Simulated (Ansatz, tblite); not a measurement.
# [CrO3Cl]- (CrClO3−): one state, many levels

Aim: run the singlet of [CrO3Cl]- (CrClO3−) at one geometry on many levels, and compare frontier levels, spin and run time.

Method: as each input shows; program: Ansatz 0.2.0, Gaussian basis.

The runs, in order: GFN1-xTB, GFN2-xTB, PBE-D4/def2-TZVPD, r2SCAN-D4/def2-TZVPD, B3LYP-D4/def2-TZVPD, HF/def2-TZVPD, BHLYP-D4/def2-TZVPD, ωB97X-V/def2-TZVPD, ωB97M-V/def2-TZVPD, LDA/def2-TZVPD, B2PLYP/def2-TZVPD, LC-ωPBE(0.10)/def2-TZVPD, LC-ωPBE(0.15)/def2-TZVPD, LC-ωPBE(0.20)/def2-TZVPD, LC-ωPBE(0.30)/def2-TZVPD, PBE-D4/def2-SVPD, PBE0-D4/def2-SVPD, HF/6-31G, B3LYP-D4/6-31G, CCSD(T)/def2-SVPD, MP2/def2-TZVPD, RPA/def2-TZVPD.

## 1. The structure

The geometry is that of the singlet, from an earlier relaxation (PBE0-D4/def2-SVPD).

5 atoms, charge -1, spin multiplicity 1.

Bond lengths: Cr1–O2 1.575 Å, Cr1–O3 1.575 Å, Cr1–O4 1.575 Å, Cr1–Cl5 2.242 Å. Angles: O2–Cr1–O3 111.3°, O2–Cr1–O4 111.3°, O2–Cr1–Cl5 107.5°, O3–Cr1–O4 111.3°, O3–Cr1–Cl5 107.5°, O4–Cr1–Cl5 107.5°.

Formally the metal is d0. No spin-orbit coupling is included. The ion is computed in the gas phase, without counter-ions or solvent.

PBE0-D4/def2-TZVPD was run before; its log isn't repeated, and its numbers join the tables.

## 2. GFN1-xTB

Tight binding, by tblite at 300 K electronic temperature and without a spin-polarisation term:

```python
tblite.interface.Calculator('GFN1-xTB', numbers, positions, charge=-1, uhf=0).singlepoint()
```

Energy -557.9654 eV, HOMO -9.19 eV, LUMO -5.79 eV; 0.005 s.

## 3. GFN2-xTB

Tight binding, by tblite at 300 K electronic temperature and without a spin-polarisation term:

```python
tblite.interface.Calculator('GFN2-xTB', numbers, positions, charge=-1, uhf=0).singlepoint()
```

Energy -519.7694 eV, HOMO -7.38 eV, LUMO -3.71 eV; 0.004 s.

## 4. PBE-D4/def2-TZVPD

start.molden holds the orbitals of an earlier run on this state, given as this run's starting guess.

in.yaml

```yaml
crystal:
  periodic: [false, false, false]
  atoms:
    - {symbol: Cr, position_ang: [0.077299, 0.133266, 0.055566]}
    - {symbol: O, position_ang: [0.061669, 0.069999, 1.629158]}
    - {symbol: O, position_ang: [1.548711, 0.096237, -0.504804]}
    - {symbol: O, position_ang: [-0.706443, 1.392064, -0.475107]}
    - {symbol: Cl, position_ang: [-0.981237, -1.691556, -0.704793]}
basis:
  gaussian: {orbitals: def2-TZVPD, initial_orbitals: start.molden}
total_charge: -1
hamiltonian: {xc: pbe, dispersion: d4}
scf: {omitted_lower_state_checks: [starts]}
output: {forces: true, orbitals: {seedname: orbitals}}
```

The run is started by

```sh
ansatz run in.yaml --threads 4 --pin off --events-out ev --progress --plain --max-ram 3916MiB
```

The runs that follow: r2SCAN-D4/def2-TZVPD; B3LYP-D4/def2-TZVPD; HF/def2-TZVPD; BHLYP-D4/def2-TZVPD; ωB97X-V/def2-TZVPD; ωB97M-V/def2-TZVPD; LDA/def2-TZVPD; B2PLYP/def2-TZVPD; LC-ωPBE(0.10)/def2-TZVPD; LC-ωPBE(0.15)/def2-TZVPD; LC-ωPBE(0.20)/def2-TZVPD; LC-ωPBE(0.30)/def2-TZVPD; PBE-D4/def2-SVPD; PBE0-D4/def2-SVPD; HF/6-31G; B3LYP-D4/6-31G; CCSD(T)/def2-SVPD; MP2/def2-TZVPD; RPA/def2-TZVPD.

**Question.** What will the summary of the whole plan be? Wanted: gap in def2-TZVPD, named functionals and Hartree-Fock, smallest and largest; gap over the ω; correlation energy, CCSD(T)/def2-SVPD; correlation energy, MP2/def2-TZVPD; PBE0 total energy, smallest basis above largest.

The runs gave:

```
                                                                   quantity                             value
gap in def2-TZVPD, named functionals and Hartree-Fock, smallest and largest      3.15 eV (LDA), 11.98 eV (HF)
                                                    gap over the ω (1/bohr)    6.08 eV at 0.1, 9.68 eV at 0.3
                                      correlation energy, CCSD(T)/def2-SVPD                         -38.41 eV
                                         correlation energy, MP2/def2-TZVPD                         -49.20 eV
                            PBE0 total energy, smallest basis above largest  15.15 eV (def2-SVPD, def2-TZVPD)
```

What this shows: Over the named functionals and Hartree-Fock in def2-TZVPD the gap runs from 3.15 eV (LDA) to 11.98 eV (HF); exact exchange widens it. Raising the ω (1/bohr) from 0.1 to 0.3 moves the HOMO by -2.17 eV and the LUMO by +1.42 eV. Notes on CCSD(T)/def2-SVPD and its Hartree-Fock reference, which MP2 shares: restricted state is unstable towards broken spin symmetry, state flagged by the program.
